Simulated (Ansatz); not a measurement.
**C₂H₇B₂N: up Jacob's ladder to CCSD(T)**

Aim: compute C₂H₇B₂N with functionals from several rungs and with coupled cluster. The yardstick is the atomisation energy at the CCSD(T) limit.

Method: functionals in def2-TZVPP, the program's frozen cores in correlated methods; program: Ansatz 0.2.0, Gaussian basis.

The runs, in order: LDA (SPW92), PBE-D4, revPBE-D4, BLYP-D4, r2SCAN-D4, B97M-V, PBE0-D4, B3LYP-D4, r2SCANh-D4, r2SCAN0-D4, HSE06-D4, BHLYP-D4, CAM-B3LYP-D4, LC-ωPBE, ωB97X-V, ωB97M-V, B2PLYP, PBE-QIDH; CCSD(T)/def2-SVP; CCSD(T)/def2-TZVPP; MP2/def2-QZVPP; extrapolation to the limit; RPA on PBE.

## 1. The geometry

The geometry comes from an earlier relaxation with PBE0-D4 in a triple-zeta def2 set; it is a stationary point, not always the lowest conformer.

SMILES `BC1BNC1`, 12 atoms, charge 0, spin multiplicity 1.

Atoms are counted from 1 here; the program's logs count them from 0.

Bond lengths: B1–C2 1.514 Å, B1–H6 1.202 Å, B1–H7 1.198 Å, C2–B3 1.641 Å, C2–C5 1.544 Å, C2–H8 1.092 Å, B3–N4 1.385 Å, B3–H9 1.191 Å, N4–C5 1.456 Å, N4–H10 1.006 Å, C5–H11 1.094 Å, C5–H12 1.094 Å. Angles: C2–B1–H6 120.3°, C2–B1–H7 120.7°, H6–B1–H7 118.8°, B1–C2–B3 101.5°, B1–C2–C5 120.8°, B1–C2–H8 117.4°, B3–C2–C5 82.1°, B3–C2–H8 110.8°, C5–C2–H8 115.8°, C2–B3–N4 90.8°, C2–B3–H9 137.5°, N4–B3–H9 131.8°, B3–N4–C5 94.9°, B3–N4–H10 137.9°, C5–N4–H10 127.2°, C2–C5–N4 92.2°, C2–C5–H11 113.2°, C2–C5–H12 114.6° and more.

## 2. LDA

This LDA is Slater exchange with PW92 correlation.

in.yaml reads:

```yaml
crystal:
  periodic: [false, false, false]
  atoms:
    - {symbol: B, position_ang: [-1.229013, -0.903374, 0.807210]}
    - {symbol: C, position_ang: [-0.692149, 0.302039, 0.065126]}
    - {symbol: B, position_ang: [0.758104, 0.520744, 0.800767]}
    - {symbol: N, position_ang: [1.419021, 0.319196, -0.400083]}
    - {symbol: C, position_ang: [0.204556, 0.128878, -1.179774]}
    - {symbol: H, position_ang: [-0.815831, -2.003668, 0.556770]}
    - {symbol: H, position_ang: [-1.995142, -0.768505, 1.718785]}
    - {symbol: H, position_ang: [-1.286240, 1.217433, 0.098540]}
    - {symbol: H, position_ang: [1.158838, 0.765254, 1.895737]}
    - {symbol: H, position_ang: [2.366173, 0.314245, -0.739438]}
    - {symbol: H, position_ang: [0.050490, 0.906920, -1.933609]}
    - {symbol: H, position_ang: [0.138093, -0.854264, -1.655932]}
basis:
  gaussian: {orbitals: def2-TZVPP}
hamiltonian: {xc: lda}
output: {orbitals: {seedname: orbitals}}
```

Run with:

```
$ ansatz run in.yaml --threads 4 --pin off --events-out ev --progress --plain --max-ram 10444MiB
```

Further steps of the session: PBE-D4 (GGA); revPBE-D4 (GGA); BLYP-D4 (GGA); r2SCAN-D4 (meta-GGA); B97M-V (meta-GGA); B3LYP-D4 (hybrid); r2SCANh-D4 (hybrid); r2SCAN0-D4 (hybrid); HSE06-D4 (hybrid); BHLYP-D4 (hybrid); CAM-B3LYP-D4 (range-separated); LC-ωPBE (range-separated); ωB97X-V (range-separated); ωB97M-V (range-separated); B2PLYP (double hybrid); PBE-QIDH (double hybrid); CCSD(T) in def2-SVP; CCSD(T) in def2-TZVPP; MP2 in def2-QZVPP; RPA on PBE orbitals.

Q: Predict the results of all the runs planned. Wanted: atomisation energy, CCSD(T)/CBS; farthest beyond LDA; mean size of error, GGA; mean size of error, meta-GGA; mean size of error, hybrid; mean size of error, range-separated; mean size of error, double hybrid; gap, smallest and largest; T1 diagnostic.

The runs gave:

| quantity | value |
| --- | --- |
| atomisation energy, CCSD(T)/CBS | 4661.4 kJ/mol |
| functionals within 23.3 kJ/mol (0.5 %) | r2SCAN0-D4, B2PLYP |
| farthest beyond LDA | PBE-D4 (+146.1 kJ/mol) |
| mean size of error, GGA | 70.0 kJ/mol |
| mean size of error, meta-GGA | 48.4 kJ/mol |
| mean size of error, hybrid | 51.0 kJ/mol |
| mean size of error, range-separated | 53.9 kJ/mol |
| mean size of error, double hybrid | 18.1 kJ/mol |
| gap, smallest and largest | 4.72 eV (LDA (SPW92)), 12.04 eV (LC-ωPBE) |
| T1 diagnostic | 0.0137 |
| triples share of the correlation energy | 4.1 % |

**Reading.** The LDA atomisation energy is off by 697.7 kJ/mol (15 %): it overbinds. PBE-D4 misses by +146.1 kJ/mol. Double hybrids carry the basis error of their MP2 part in triple zeta, and no dispersion term here, so their miss is partly the set-up's. Taken by rung, double hybrid functionals do best (18.1 kJ/mol on average) and GGA ones worst beyond LDA (70.0 kJ/mol). range-separated functionals lie within the reference's doubt of that worst mean (53.9 kJ/mol), so those two tie. Misses under about 23.3 kJ/mol are within the doubt on the reference itself, which lacks core-valence correlation, relativity and higher excitations. Hartree-Fock recovers 75 % of the binding; the rest is correlation. CCSD(T) in def2-SVP is off by -181.8 kJ/mol, which most functionals beat. The gap grows from 4.7 to 12.0 eV across the functionals, mostly with the share of exact exchange.
